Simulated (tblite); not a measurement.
# C6H13PSe: the cost of one run

Programs: tblite 0.8.0 and PySCF 2.14.0, with density-fitted response routines of our own. Each step states its level of theory. These are calculated values for one molecule, in the gas phase or a continuum, unless marked as measured. Atoms are numbered from 0 throughout.

## Step 1: Starting geometry

21 atoms, charge 0, multiplicity 1; geometry from: force field or distance geometry start.

Bonds of the start (Å): C0–C1 1.47, C1–C2 1.31, C2–P3 1.80, P3–Se4 1.99, P3–C5 1.81, C5–C6 1.49, C6–C7 1.53, C0–H8 1.11, C0–H9 1.09, C0–H10 1.12, C1–H11 1.10, C2–H12 1.11, P3–H13 1.39, C5–H14 1.09, C5–H15 1.11, C6–H16 1.11, C6–H17 1.11, C7–H18 1.13, C7–H19 1.09, C7–H20 1.11.

## Step 2: Relaxing the molecule with GFN2-xTB

The job: settings as JSON, then the geometry in Å.

```
{"job": {"kind": "relax", "xc": "GFN2-xTB", "basis": "xTB"}, "charge": 0, "multiplicity": 1}
C      3.370000    -0.223000     0.776600
C      2.694600     1.009000     0.332300
C      1.519000     1.076500    -0.242100
P      0.507700    -0.360500    -0.609500
Se     0.881500    -0.759400    -2.522800
C     -1.123900     0.029100     0.080700
C     -2.267100    -0.606300    -0.631500
C     -3.498500    -0.114300     0.140700
H      3.445900    -0.181600     1.887000
H      2.928500    -1.161200     0.447800
H      4.427000    -0.215200     0.410600
H      3.204300     1.968600     0.503000
H      1.116900     2.077900    -0.516200
H      0.941600    -1.530200     0.011900
H     -1.129300    -0.295700     1.125400
H     -1.241600     1.133900     0.027400
H     -2.365400    -0.239600    -1.677900
H     -2.258800    -1.711700    -0.622800
H     -3.228500     0.945300     0.411900
H     -4.418700    -0.170500    -0.438900
H     -3.514100    -0.654100     1.105700
```

Command:

```sh
> OMP_NUM_THREADS=1 python probes_run.py task.json out
```

One launch serves the whole session: the jobs run in the order shown.

**Question.** How long does this first job take on 1 thread of Intel Xeon 6975P-C, shared host, and how much memory does it need?

About 1.2 s, with a peak of 0.18 GiB.
